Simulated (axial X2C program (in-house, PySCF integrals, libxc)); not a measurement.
**All-electron X2C curves of SnSe⁻**

Aim: find the lowest determinant of SnSe⁻, scan the bond at several levels and fit the constants, once spin-free and once with spin–orbit coupling.

Program: an in-house X2C program for linear molecules on PySCF integrals. Level of theory: all-electron X2C, Sn dyall-acv3z, Se dyall-acv3z. These are calculated values, not measurements.

## (1) Set-up

Contents of task.json:

```json
{"zs": [50, 34], "q": -1, "bas": ["dyall-acv3z", "dyall-acv3z"], "levels": ["PBE0", "HF", "PW91"], "cc": true, "r0": 2.37, "thr": -1.0, "nmax": 90, "npts": 10, "nst": 2, "ntry": 6}
```

Keys: zs atomic numbers; q charge; bas basis sets; levels methods (HF also brings MP2); cc coupled cluster on or off; r0 starting distance in Å; thr threshold in hartree for freezing inner shells (an s shell follows its p shell); nmax most natural virtual spinors; npts points asked for on the curve; nst determinants followed; ntry starts of the search.

The run is started by

```
python so2c.py task.json out
```

Spin-free means the one-electron spin-free X2C Hamiltonian; two-component (2c) means X2C with spin–orbit coupling and atomic mean-field two-electron Coulomb and Gaunt terms. Basis: Sn dyall-acv3z contracted to [12s13p10d5f1g], Se dyall-acv3z contracted to [9s10p7d5f1g]; Gaussian nuclei, density fitting. Masses: Sn 119.902 u, Se 79.917 u.

Notation: σ, π±, δ± give the projection m of an orbital's angular momentum (0, ±1, ±2), α and β its spin, Λ and M_S the sums; ω is the projection of a spinor's total angular momentum and Ω the sum. Logs are in hartree.

The results follow Hamiltonian by Hamiltonian and level by level.

## (2) Which state to follow

PBE0 moves the distance from 2.370 Å to 2.439 Å and compares determinants there.

Spin-free determinants:

| ΔE (eV) | state | open shells |
| --- | --- | --- |
| 0.00 | M_S = 1/2, Λ = 1 | beyond closed shells: π+α |
| 1.36 | M_S = 1/2, Λ = 0 | beyond closed shells: σα |
| 2.04 | M_S = 3/2, Λ = 1 | beyond closed shells: 2 × π+α, π+β, 2 × π-α |
| 2.12 | M_S = 3/2, Λ = 0 | beyond closed shells: σα, π+α, π-α |
| 2.54 | M_S = 1/2, Λ = 0 | beyond closed shells: σβ, π+α, π-α |
| 2.72 | M_S = 1/2, Λ = 3 | beyond closed shells: 2 × π+α, 2 × π+β, π-α |
| 2.72 | M_S = 1/2, Λ = 1 | beyond closed shells: π+α, 2 × π+β, 2 × π-α |

Two-component determinants:

```csv
ΔE (eV),state,open shells
0.00,Ω = 1/2,excess of +ω over −ω: ω = 1/2
0.22,Ω = 3/2,excess of +ω over −ω: ω = 3/2
2.06,Ω = 5/2,"excess of +ω over −ω: ω = -1/2, 2 × ω = 3/2"
2.26,Ω = 1/2,"excess of +ω over −ω: 2 × ω = -1/2, ω = 3/2"
2.51,Ω = 3/2,excess of +ω over −ω: ω = 3/2
2.73,Ω = 7/2,"excess of +ω over −ω: ω = 1/2, 2 × ω = 3/2"
2.92,Ω = 5/2,"excess of +ω over −ω: 2 × ω = 1/2, ω = 3/2"
```

## (3) PBE0, spin-free

State followed: M_S = 1/2, Λ = 1 (beyond closed shells: π+α). The scan is laid around 2.439 Å, a first estimate of the minimum, and this SCF restarts from the orbitals of the search.

The SCF at the reference distance of 2.439 Å:

```text
spin-free X2C-1e  PBE0
basis functions 263  fitting functions 1381  grid points 5802
iter        total energy     max residual
   1      -8606.030487526     1.03e-05
   2      -8606.030487518     2.13e-05
   3      -8606.030487538     2.75e-06
   4      -8606.030487539     1.82e-06
converged
one-electron -12626.88837114  Coulomb 3906.96246435  exact exchange -62.74124511  xc functional -192.20354005  nuclear repulsion 368.84020441
```

Along the bond, energies from the lowest point:

| R (Å) | E (eV) | μ (D) | HOMO (eV) | LUMO (eV) | iterations |
| --- | --- | --- | --- | --- | --- |
| 2.122 | 0.9862 | 0.49 | 1.05 | 2.26 | 15 |
| 2.220 | 0.3991 | -0.23 | 0.91 | 2.18 | 14 |
| 2.293 | 0.1527 | -0.76 | 0.80 | 2.11 | 14 |
| 2.366 | 0.0297 | -1.25 | 0.69 | 2.02 | 14 |
| 2.439 | 0.0000 | -1.73 | 0.57 | 1.93 | 4 |
| 2.524 | 0.0529 | -2.26 | 0.44 | 1.81 | 15 |
| 2.610 | 0.1733 | -2.76 | 0.30 | 1.69 | 14 |
| 2.720 | 0.3936 | -3.34 | 0.14 | 1.53 | 15 |
| 2.854 | 0.7175 | -3.92 | -0.05 | 1.35 | 16 |
| 3.049 | 1.2070 | -4.20 | -0.26 | 1.16 | 19 |

Dipoles are positive if Se is the positive end and refer to the centre of mass.

Outer orbitals at the reference distance:

```json
{"symmetry": "δ+α", "occupied": "yes", "ε (eV)": "-23.31", "atomic character": "100% Sn d"}
{"symmetry": "δ-α", "occupied": "yes", "ε (eV)": "-23.28", "atomic character": "100% Sn d"}
{"symmetry": "σα", "occupied": "yes", "ε (eV)": "-23.24", "atomic character": "99% Sn d"}
{"symmetry": "σβ", "occupied": "yes", "ε (eV)": "-23.21", "atomic character": "99% Sn d"}
{"symmetry": "δ-β", "occupied": "yes", "ε (eV)": "-23.20", "atomic character": "100% Sn d"}
{"symmetry": "δ+β", "occupied": "yes", "ε (eV)": "-23.20", "atomic character": "100% Sn d"}
{"symmetry": "π+α", "occupied": "yes", "ε (eV)": "-23.19", "atomic character": "100% Sn d"}
{"symmetry": "π-α", "occupied": "yes", "ε (eV)": "-23.17", "atomic character": "100% Sn d"}
{"symmetry": "π+β", "occupied": "yes", "ε (eV)": "-23.13", "atomic character": "100% Sn d"}
{"symmetry": "π-β", "occupied": "yes", "ε (eV)": "-23.13", "atomic character": "100% Sn d"}
{"symmetry": "σα", "occupied": "yes", "ε (eV)": "-13.15", "atomic character": "71% Se s, 9% Sn p, 8% Sn s"}
{"symmetry": "σβ", "occupied": "yes", "ε (eV)": "-13.04", "atomic character": "72% Se s, 9% Sn p, 7% Sn s"}
{"symmetry": "σα", "occupied": "yes", "ε (eV)": "-6.93", "atomic character": "59% Sn s, 25% Se p, 7% Se s"}
{"symmetry": "σβ", "occupied": "yes", "ε (eV)": "-6.35", "atomic character": "57% Sn s, 28% Se p, 7% Se s"}
{"symmetry": "σα", "occupied": "yes", "ε (eV)": "-2.11", "atomic character": "48% Se p, 36% Sn p, 10% Sn s"}
{"symmetry": "π+α", "occupied": "yes", "ε (eV)": "-1.99", "atomic character": "68% Se p, 24% Sn p, 4% Sn d"}
{"symmetry": "σβ", "occupied": "yes", "ε (eV)": "-1.91", "atomic character": "45% Se p, 36% Sn p, 13% Sn s"}
{"symmetry": "π-α", "occupied": "yes", "ε (eV)": "-1.74", "atomic character": "69% Se p, 22% Sn p, 4% Sn d"}
{"symmetry": "π+β", "occupied": "yes", "ε (eV)": "-1.63", "atomic character": "74% Se p, 16% Sn p, 5% Sn d"}
{"symmetry": "π-β", "occupied": "yes", "ε (eV)": "-1.63", "atomic character": "74% Se p, 16% Sn p, 5% Sn d"}
{"symmetry": "π+α", "occupied": "yes", "ε (eV)": "0.57", "atomic character": "59% Sn p, 16% Se p, 11% Sn d"}
{"symmetry": "π-α", "occupied": "no", "ε (eV)": "1.93", "atomic character": "62% Sn p, 14% Se p, 12% Sn d"}
{"symmetry": "π+β", "occupied": "no", "ε (eV)": "2.49", "atomic character": "70% Sn p, 10% Sn d, 9% Se p"}
{"symmetry": "π-β", "occupied": "no", "ε (eV)": "2.49", "atomic character": "70% Sn p, 10% Sn d, 9% Se p"}
{"symmetry": "σα", "occupied": "no", "ε (eV)": "2.61", "atomic character": "72% Sn p, 24% Sn s"}
```

PBE0 fields in the half plane through the axis: z from -2.4 to 4.8 Å across, distance from the axis 0.15 to 2.25 Å upwards; Sn lies at z = 0 and Se at z = 2.439 Å; the ELF is damped to zero where the density is low.

log10 density (e/bohr³). Ten even steps from '0' (-4.02 ) to '9' (1.82 ):
```
0111122222222222221111000
0112222222222222222221100
1122233333333333333222110
1122333443333334443332210
1223344444444444444433211
1223445555544455555443221
1233456777554556765543221
2233456797655557986543321
```

ELF. Ten even steps from '0' (0.00 ) to '9' (0.83 ):
```
0124567654211123343210000
0246788875322245665532000
1357898875433467887753100
1468998654444678999875210
2579975332345789999986310
3689853343236885358997420
3689734898426842533897520
3689637494726728292798521
```

Re = 2.430 Å, ωe = 277.1 cm⁻¹, ωexe = 0.562 cm⁻¹, Be = 0.05954 cm⁻¹, De = 3.50 eV, μ = -1.67 D.

## (4) HF, spin-free

The SCF at the reference distance of 2.439 Å:

```text
spin-free X2C-1e  HF
basis functions 263  fitting functions 1381  grid points 5802
iter        total energy     max residual
   1      -8602.050682804     2.39e-01
   2      -8602.085915460     5.27e-03
   3      -8602.087332748     3.54e-03
   4      -8602.087713923     1.10e-03
   5      -8602.087841708     5.06e-04
   6      -8602.087886643     3.26e-04
   7      -8602.087901803     1.89e-04
   8      -8602.087909651     1.40e-04
   9      -8602.087913273     1.30e-04
  10      -8602.087916146     1.00e-04
  11      -8602.087918615     5.62e-05
  12      -8602.087919489     1.58e-05
  13      -8602.087919572     6.84e-06
  14      -8602.087919585     4.64e-06
  15      -8602.087919590     2.61e-06
  16      -8602.087919591     7.12e-07
converged
one-electron -12625.85181057  Coulomb 3906.03667246  exact exchange -251.11298590  xc functional 0.00000000  nuclear repulsion 368.84020441
```

No constants are quoted: the dipole of the solution doesn't run smoothly along the scan, a sign that its character may change, so the fit is set aside.

## (5) PW91, spin-free

Output at 2.439 Å:

```text
spin-free X2C-1e  PW91
basis functions 263  fitting functions 1381  grid points 5802
iter        total energy     max residual
   1      -8607.344654714     1.02e-01
   2      -8607.349341960     6.29e-03
   3      -8607.326448662     2.04e-02
   4      -8607.351319502     9.07e-04
   5      -8607.351346564     5.33e-04
   6      -8607.351356374     1.75e-04
   7      -8607.351357672     4.10e-05
   8      -8607.351357714     9.17e-06
   9      -8607.351357716     8.93e-06
converged
one-electron -12626.67788296  Coulomb 3906.72584486  exact exchange 0.00000000  xc functional -256.23952403  nuclear repulsion 368.84020441
```

Re = 2.459 Å, ωe = 260.1 cm⁻¹, ωexe = 0.58 cm⁻¹, Be = 0.05812 cm⁻¹, De = 3.73 eV, μ = -1.38 D.

## (6) MP2 and beyond, spin-free

Correlated methods: 11 electrons correlated (frozen shells, counted by type: Sn 4 s, 3 p, 2 d; Se 3 s, 2 p, 1 d), 337 virtual spinors in MP2, 90 natural virtuals in coupled cluster.

Output of the correlated part at 2.439 Å:

```text
correlated 11  virtual 337  natural virtual 90  E(MP2) -0.238000209  MP2 remainder -0.011384057
iter   CCSD correlation   residual
   1     -0.238003401   1.40e-01
   2     -0.244744522   5.95e-02
   3     -0.247144565   2.77e-02
   4     -0.247229449   1.16e-02
   5     -0.247362550   5.33e-03
   6     -0.247380591   2.25e-03
   7     -0.247385902   8.52e-04
   8     -0.247393133   4.33e-04
   9     -0.247389709   2.35e-04
  10     -0.247391869   1.07e-04
  11     -0.247391148   3.45e-05
  12     -0.247391453   1.31e-05
  13     -0.247391472   5.02e-06
(T) -0.014867968  T1 0.0360  D1 0.0730  max T2 0.060
```

T1 in the output is the amplitude norm over the root of the electron number; divide by √2 for the Lee–Taylor value.

MP2: No constants are quoted: the dipole of the HF reference doesn't run smoothly along the scan, a sign that its character may change, so the fit is set aside.

CCSD: No constants are quoted: the dipole of the HF reference doesn't run smoothly along the scan, a sign that its character may change, so the fit is set aside.

CCSD(T): No constants are quoted: the dipole of the HF reference doesn't run smoothly along the scan, a sign that its character may change, so the fit is set aside.

## (7) A higher determinant, spin-free

State: M_S = 1/2, Λ = 0 (beyond closed shells: σα).

Output at the reference distance:

```text
spin-free X2C-1e  PBE0
basis functions 263  fitting functions 1381  grid points 5802
iter        total energy     max residual
   1      -8605.980551660     5.90e-06
   2      -8605.980551693     6.20e-06
   3      -8605.980551704     5.82e-06
   4      -8605.980551731     2.76e-06
   5      -8605.980551742     5.20e-07
   6      -8605.980551743     2.68e-07
converged
one-electron -12619.15549995  Coulomb 3899.17412082  exact exchange -62.71454397  xc functional -192.12483305  nuclear repulsion 368.84020441
```

```
R (Å)  E above the lowest PBE0 point (eV)
2.122                               2.000
2.220                               1.523
2.293                               1.365
2.366                               1.320
2.439                               1.359
2.524                               1.476
2.610                               1.640
2.720                               1.886
2.854                               2.194
```

No constants are quoted: the dipole of the solution doesn't run smoothly along the scan, a sign that its character may change, so the fit is set aside.

## (8) The spin-free curves together

Energy (eV) of the followed determinant, spin-free, from each level's lowest point:

```
R (Å)   PBE0  HF (dipole not smooth)  MP2 (HF's dipole not smooth)  CCSD (HF's dipole not smooth)  CCSD(T) (HF's dipole not smooth)   PW91
2.122  0.986                   1.044                         1.128                            n/a                               n/a  1.093
2.220  0.399                   0.424                         0.480                          0.485                             0.519  0.476
2.293  0.153                   0.162                         0.199                          0.203                             0.226  0.206
2.366  0.030                   0.032                         0.050                          0.051                             0.063  0.057
2.439  0.000                   0.000                         0.000                          0.000                             0.000  0.000
2.524  0.053                   0.056                         0.037                          0.034                             0.020  0.021
2.610  0.173                   0.184                         0.150                          0.142                             0.115  0.108
2.720  0.394                   0.297                         0.945                          0.474                             0.467  0.287
2.854  0.718                   0.421                         1.254                            n/a                               n/a  0.564
3.049  1.207                   0.616                         1.587                            n/a                               n/a  1.007
```

(Part 1 of 2 ends here.)
